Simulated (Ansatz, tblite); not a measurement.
# Cis-Zr(PH3)2Cl4 (Cl4H6P2Zr): rung by rung

The task here is to estimate one member of a computed series from the others.

Computed with Ansatz 0.2.0, Gaussian basis. Level: as each input shows.

Levels to be run: GFN1-xTB, GFN2-xTB, PBE-D4/def2-TZVP, r2SCAN-D4/def2-TZVP, LDA/def2-TZVP, B97M-V/def2-TZVP, LC-ωPBE/def2-TZVP, PBE-D4/def2-SVP, PBE0-D4/def2-SVP, MP2/def2-TZVP, RPA/def2-TZVP.

5 further runs of the same task are left out: 5 set aside as unsound or not needed. Runs told in other sessions of the task aren't counted.

### The geometry

The singlet was relaxed beforehand with PBE-D4/def2-SVP.

13 atoms, charge 0, spin multiplicity 1.

Bond lengths: Cl1–Zr7 2.369 Å, Cl2–Zr7 2.369 Å, Cl3–Zr7 2.420 Å, Cl4–Zr7 2.420 Å, P5–Zr7 2.850 Å, P5–H8 1.430 Å, P5–H9 1.432 Å, P5–H10 1.430 Å, P6–Zr7 2.850 Å, P6–H11 1.432 Å, P6–H12 1.430 Å, P6–H13 1.430 Å. Angles: Zr7–P5–H8 119.6°, Zr7–P5–H9 119.2°, Zr7–P5–H10 119.6°, H8–P5–H9 97.4°, H8–P5–H10 98.8°, H9–P5–H10 97.4°, Zr7–P6–H11 119.2°, Zr7–P6–H12 119.5°, Zr7–P6–H13 119.7°, H11–P6–H12 97.4°, H11–P6–H13 97.4°, H12–P6–H13 98.8°, Cl1–Zr7–Cl2 107.5°, Cl1–Zr7–Cl3 100.2°, Cl1–Zr7–Cl4 100.2°, Cl1–Zr7–P5 169.4°, Cl1–Zr7–P6 83.1°, Cl2–Zr7–Cl3 100.2° and more.

Zr takes a core potential in the def2 sets. No spin-orbit coupling is included.

PBE0-D4/def2-TZVP was run before; its log isn't repeated, and its numbers join the tables.

The first run:

Tight binding, by tblite at 300 K electronic temperature and without a spin-polarisation term:

```python
tblite.interface.Calculator('GFN1-xTB', numbers, positions, charge=0, uhf=0).singlepoint()
```

Tight binding, by tblite at 300 K electronic temperature and without a spin-polarisation term:

```python
tblite.interface.Calculator('GFN2-xTB', numbers, positions, charge=0, uhf=0).singlepoint()
```

start.molden holds the orbitals of an earlier run on this state, given as this run's starting guess.

Contents of in.yaml:

```yaml
crystal:
  periodic: [false, false, false]
  atoms:
    - {symbol: Cl, position_ang: [-0.633572, 0.154908, -3.340236]}
    - {symbol: Cl, position_ang: [-3.335536, -0.161430, -0.655491]}
    - {symbol: Cl, position_ang: [-0.624368, 2.300599, -0.357949]}
    - {symbol: Cl, position_ang: [-0.349015, -2.301316, -0.622347]}
    - {symbol: P, position_ang: [-0.912548, -0.156661, 1.840463]}
    - {symbol: P, position_ang: [1.846430, 0.157168, -0.900317]}
    - {symbol: Zr, position_ang: [-0.997527, -0.001391, -1.004291]}
    - {symbol: H, position_ang: [-1.567425, 0.845870, 2.621456]}
    - {symbol: H, position_ang: [0.355166, -0.110718, 2.505686]}
    - {symbol: H, position_ang: [-1.425503, -1.316998, 2.499865]}
    - {symbol: H, position_ang: [2.503131, 0.115882, 0.372024]}
    - {symbol: H, position_ang: [2.505828, 1.318462, -1.411177]}
    - {symbol: H, position_ang: [2.634939, -0.844363, -1.547698]}
basis:
  gaussian: {orbitals: def2-TZVP, initial_orbitals: start.molden}
hamiltonian: {xc: pbe, dispersion: d4}
scf: {omitted_lower_state_checks: [starts]}
output: {forces: true, orbitals: {seedname: orbitals}}
```

Started as:

```
$ ansatz run in.yaml --threads 4 --pin off --events-out ev --progress --plain --max-ram 4787MiB
```

Among the steps run: PBE-D4/def2-TZVP; r2SCAN-D4/def2-TZVP; LDA/def2-TZVP; B97M-V/def2-TZVP; LC-ωPBE/def2-TZVP; PBE-D4/def2-SVP; PBE0-D4/def2-SVP; MP2/def2-TZVP; RPA/def2-TZVP.

One table of the session follows, with a row left open; its other results are not shown here.

It belongs to the step «Binding energy». 

```
            level  binding an atom (eV)
     HF/def2-TZVP                     ?
    LDA/def2-TZVP                 3.700
 B97M-V/def2-TZVP                 3.311
 PBE0-D4/def2-SVP                 3.273
PBE0-D4/def2-TZVP                 3.249
LC-ωPBE/def2-TZVP                 3.176
    MP2/def2-TZVP                 3.168
```

Q: Estimate the row for HF/def2-TZVP from the others.

The run gave: binding an atom (eV): 2.362. In the column «binding an atom (eV)» it is the lowest.

To keep in mind: Free atoms were run apart at each level; binding is atoms less cluster, divided by the number of atoms, without zero-point or spin-orbit terms.
